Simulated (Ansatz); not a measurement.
# C3H6F2Si: the cost of one run

Program: Ansatz 0.2.0, Gaussian basis. Level of theory: PBE/6-31G* with D4 dispersion. These are calculated values, not measurements.

## (1) Structure used throughout

The structure was relaxed beforehand with PBE0-D4 in a triple-zeta def2 set.

SMILES `C=CC[SiH](F)F`, 12 atoms, charge 0, spin multiplicity 1.

Atoms are counted from 1 here; the program's logs count them from 0.

Bond lengths: C1–C2 1.327 Å, C1–H7 1.086 Å, C1–H8 1.083 Å, C2–C3 1.493 Å, C2–H9 1.088 Å, C3–Si4 1.856 Å, C3–H10 1.095 Å, C3–H11 1.096 Å, Si4–F5 1.590 Å, Si4–F6 1.590 Å, Si4–H12 1.476 Å. Angles: C2–C1–H7 121.7°, C2–C1–H8 121.3°, H7–C1–H8 117.1°, C1–C2–C3 125.1°, C1–C2–H9 118.9°, C3–C2–H9 115.9°, C2–C3–Si4 110.7°, C2–C3–H10 111.1°, C2–C3–H11 111.5°, Si4–C3–H10 107.8°, Si4–C3–H11 108.0°, H10–C3–H11 107.5°, C3–Si4–F5 109.4°, C3–Si4–F6 109.9°, C3–Si4–H12 114.0°, F5–Si4–F6 106.9°, F5–Si4–H12 108.1°, F6–Si4–H12 108.2°.

## (2) The run

Input file in.yaml:

```yaml
crystal:
  periodic: [false, false, false]
  atoms:
    - {symbol: C, position_ang: [1.958883, 0.564346, -0.196886]}
    - {symbol: C, position_ang: [1.050602, -0.387437, -0.025736]}
    - {symbol: C, position_ang: [-0.202032, -0.244263, 0.774109]}
    - {symbol: Si, position_ang: [-1.670378, -0.023389, -0.338829]}
    - {symbol: F, position_ang: [-1.787481, -1.273687, -1.314614]}
    - {symbol: F, position_ang: [-3.004547, 0.013434, 0.526195]}
    - {symbol: H, position_ang: [1.864763, 1.534446, 0.281387]}
    - {symbol: H, position_ang: [2.832225, 0.403330, -0.817063]}
    - {symbol: H, position_ang: [1.187609, -1.342281, -0.527981]}
    - {symbol: H, position_ang: [-0.150379, 0.626158, 1.436635]}
    - {symbol: H, position_ang: [-0.381302, -1.125185, 1.400499]}
    - {symbol: H, position_ang: [-1.621063, 1.199329, -1.163615]}
basis:
  gaussian: {orbitals: "6-31G*"}
hamiltonian: {xc: {name: PBE}, dispersion: d4}
md: {timestep: 0.5 fs, n_steps: 30, ensemble: nvt_langevin, temperature: 300, initial_velocities: maxwell_boltzmann, friction: 0.01, seed: 890}
```

On the command line:

```sh
$ ansatz run in.yaml --threads 4 --pin off --events-out ev --progress --plain --max-ram 10444MiB
```

What time and memory should one allow on 4 threads of Arm Neoverse N1, shared host?

About 60 s, with a peak of 0.48 GiB.
